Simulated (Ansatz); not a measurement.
# MnPt3: properties at the relaxed cell

The task here is to estimate one member of a computed series from the others.

Computed with Ansatz 0.2.0 (DFT r2SCAN, scalar-relativistic, plane waves, PAW, unless a step's input says otherwise).

1 further run of the same task is left out (set aside as unsound or not needed).

## The starting structure

It takes space group Pm-3m (No. 221, cubic). Conventional cell: a = 3.909 Å, b = 3.909 Å, c = 3.909 Å, α = 90.00°, β = 90.00°, γ = 90.00°. Around Mn (site symmetry m-3m) lie 12 Pt at 2.76 Å. Pt (site symmetry 4/mmm) is surrounded by 4 Mn at 2.76 Å and 8 Pt at 2.76 Å.

Coordinates:

```cif
data_structure
_symmetry_space_group_name_H-M 'P 1'
_symmetry_Int_Tables_number 1
_cell_length_a 3.9091
_cell_length_b 3.9091
_cell_length_c 3.9091
_cell_angle_alpha 90.000
_cell_angle_beta 90.000
_cell_angle_gamma 90.000
_cell_volume 59.74
loop_
_atom_site_label
_atom_site_type_symbol
_atom_site_fract_x
_atom_site_fract_y
_atom_site_fract_z
_atom_site_occupancy
Mn1 Mn 0.00000 0.00000 0.00000 1
Pt1 Pt 0.00000 0.50000 0.50000 1
Pt2 Pt 0.50000 0.00000 0.50000 1
Pt3 Pt 0.50000 0.50000 0.00000 1
```

This cell was relaxed beforehand with the same method: volume 14.93 Å³/atom, gap on the mesh none (metal), site moments up to 4.1 μB.

Set-up of the first run:

Contents of input.yaml:

```yaml
crystal:
  lattice:
    - [3.8696358698, 0.0, 0.0]
    - [0.0, 3.8696358698, 0.0]
    - [0.0, 0.0, 3.8696358698]
  atoms:
    - { symbol: Mn, position: [0.0, 0.0, 0.0], spin: 4.46 }
    - { symbol: Pt, position: [0.0, 0.5, 0.5], spin: 0.21 }
    - { symbol: Pt, position: [0.5, 0.0, 0.5], spin: 0.21 }
    - { symbol: Pt, position: [0.5, 0.5, 0.0], spin: 0.21 }
basis:
  ecutwfc: 500
kpoints:
  mp_grid: { grid: [12, 12, 12] }
hamiltonian:
  xc: r2scan
scf:
  occupations: { method: gaussian, width: 0.1 }
output:
  forces: true
  stress: true
  eigenvalues: true
  populations: true
  write_density: true
  write_potential: true
  elf: true
  volumetric_format: npy
magnetization:
  spin_polarized: true
```

The run is started by

```
> ansatz run input.yaml --threads 1 --pin off --max-ram 2560MiB --backend cpu --events-out ev --progress --plain --runs-dir out
```

Among the steps run: The cell scaled to 0.97 of its volume; Volume × 1.03; The cell scaled to 0.94 of its volume; The cell scaled to 1.06 of its volume; The cell scaled to 0.91 of its volume; Volume × 1.10; Point at V/V0 = 0.88.

One of the session's tables, all rows but one given; the rest of the session is left out.

It belongs to the step «Fit of the equation of state». 

```
volume (Å³/atom)  energy above the lowest point (meV/atom)  pressure (GPa)  largest moment (μB)
          13.142                                     198.8           40.91                 3.82
          13.590                                     103.7           27.54                 3.88
          14.038                                      42.8           16.48                 3.94
          14.486                                         ?               ?                    ?
          14.934                                       0.0           -0.02                 4.06
          15.382                                       9.0           -6.20                 4.11
          15.830                                      33.8          -11.30                 4.16
          16.427                                      86.5          -16.65                 4.23
```

Estimate the missing values for volume (Å³/atom) = 14.486.

Worked estimate for «energy above the lowest point (meV/atom)». A straight line through the neighbours (14.038, 42.8) and (14.934, 0.0) gives 42.8 + (0.0 − 42.8) × (14.486 − 14.038) / (14.934 − 14.038) = 21.4; a parabola fitted to 4 rows on both sides gives 9.8.

The run gave: energy above the lowest point (meV/atom): 9.9; pressure (GPa): 7.42; largest moment (μB): 4.00. In «energy above the lowest point (meV/atom)» the line misses by +11.5 and the parabola by -0.1.

Caveats from the session: Other magnetic orders or occupations could lie lower; they were not searched in full. Warnings in the runs' records: stability check not made.
